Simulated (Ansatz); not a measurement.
**C3H10ClGaOSi: small, medium and large basis sets**

Aim: see how fast density functionals converge with the basis set for C3H10ClGaOSi.

Method: one geometry, several basis sets; program: Ansatz 0.2.0, Gaussian basis.

Levels to be run: PBE0-D4/def2-SVP; ωB97M-V/def2-SVP; PBE0-D4/def2-QZVPP; ωB97M-V/def2-QZVPP; the functionals' def2-TZVPP values are taken from earlier runs.

1 further run of the same task is left out (it didn't finish).

## Step 1: Structure used throughout

All runs share one geometry, relaxed beforehand with PBE0-D4 in a triple-zeta def2 set.

SMILES `C[CH](C)[Ga]([Cl])[O][SiH3]`, 17 atoms, charge 0, spin multiplicity 1.

Atoms are counted from 1 here; the program's logs count them from 0.

Bond lengths: C1–C2 1.525 Å, C1–H8 1.092 Å, C1–H9 1.095 Å, C1–H10 1.094 Å, C2–C3 1.523 Å, C2–Ga4 1.965 Å, C2–H11 1.098 Å, C3–H12 1.095 Å, C3–H13 1.093 Å, C3–H14 1.092 Å, Ga4–Cl5 2.153 Å, Ga4–O6 1.777 Å, O6–Si7 1.636 Å, Si7–H15 1.487 Å, Si7–H16 1.489 Å, Si7–H17 1.489 Å. Angles: C2–C1–H8 112.3°, C2–C1–H9 110.2°, C2–C1–H10 111.6°, H8–C1–H9 107.9°, H8–C1–H10 107.6°, H9–C1–H10 107.1°, C1–C2–C3 112.7°, C1–C2–Ga4 110.9°, C1–C2–H11 108.4°, C3–C2–Ga4 112.0°, C3–C2–H11 108.6°, Ga4–C2–H11 103.8°, C2–C3–H12 110.3°, C2–C3–H13 111.6°, C2–C3–H14 112.3°, H12–C3–H13 107.2°, H12–C3–H14 107.9°, H13–C3–H14 107.4° and more.

Coordinates:

```xyz
17
charge 0, multiplicity 1
C     1.2980   -0.8713    1.3155
C     0.7747   -1.1519   -0.0894
C     1.8931   -1.3265   -1.1083
Ga   -0.5170    0.2220   -0.6425
Cl   -0.7830    0.8952   -2.6698
O    -1.5978    1.0345    0.5111
Si   -2.7628    2.1813    0.4540
H     0.4917   -0.7533    2.0423
H     1.9372   -1.6943    1.6530
H     1.9040    0.0387    1.3441
H     0.1793   -2.0735   -0.0604
H     2.5487   -2.1532   -0.8142
H     2.5152   -0.4301   -1.1799
H     1.5126   -1.5408   -2.1091
H    -3.2579    2.4104    1.8369
H    -3.9039    1.7492   -0.3990
H    -2.2319    3.4637   -0.0843
```

## Step 2: PBE0-D4 in def2-SVP

The input, in.yaml:

```yaml
crystal:
  periodic: [false, false, false]
  atoms:
    - {symbol: C, position_ang: [1.297987, -0.871262, 1.315500]}
    - {symbol: C, position_ang: [0.774693, -1.151930, -0.089408]}
    - {symbol: C, position_ang: [1.893060, -1.326541, -1.108293]}
    - {symbol: Ga, position_ang: [-0.516999, 0.222040, -0.642473]}
    - {symbol: Cl, position_ang: [-0.783011, 0.895186, -2.669808]}
    - {symbol: O, position_ang: [-1.597781, 1.034451, 0.511095]}
    - {symbol: Si, position_ang: [-2.762850, 2.181264, 0.454016]}
    - {symbol: H, position_ang: [0.491651, -0.753324, 2.042293]}
    - {symbol: H, position_ang: [1.937160, -1.694329, 1.653031]}
    - {symbol: H, position_ang: [1.904004, 0.038701, 1.344116]}
    - {symbol: H, position_ang: [0.179337, -2.073501, -0.060411]}
    - {symbol: H, position_ang: [2.548744, -2.153166, -0.814195]}
    - {symbol: H, position_ang: [2.515160, -0.430114, -1.179923]}
    - {symbol: H, position_ang: [1.512634, -1.540843, -2.109116]}
    - {symbol: H, position_ang: [-3.257915, 2.410430, 1.836872]}
    - {symbol: H, position_ang: [-3.903939, 1.749232, -0.398986]}
    - {symbol: H, position_ang: [-2.231936, 3.463705, -0.084320]}
basis:
  gaussian: {orbitals: def2-SVP}
hamiltonian: {xc: pbe0, dispersion: d4}
output: {orbitals: {seedname: orbitals}}
```

Run with:

```
$ ansatz run in.yaml --threads 2 --pin off --events-out ev --progress --plain --max-ram 22528MiB --backend cpu
```

Further steps of the session: ωB97M-V in def2-SVP; PBE0-D4 in def2-QZVPP; ωB97M-V in def2-QZVPP.

Before running them: what should the planned runs give, taken together? Wanted: PBE0-D4: double and triple zeta above quadruple; ωB97M-V: double and triple zeta above quadruple.

The runs gave:

| quantity | value |
| --- | --- |
| PBE0-D4: double and triple zeta above quadruple | 22.07, 2.14 eV |
| ωB97M-V: double and triple zeta above quadruple | 22.19, 2.05 eV |

In words: For PBE0-D4 the step from double to triple zeta gains 19.93 eV and the next only 2.14 eV. Total energies overstate the basis error of differences, where much of it tends to cancel.
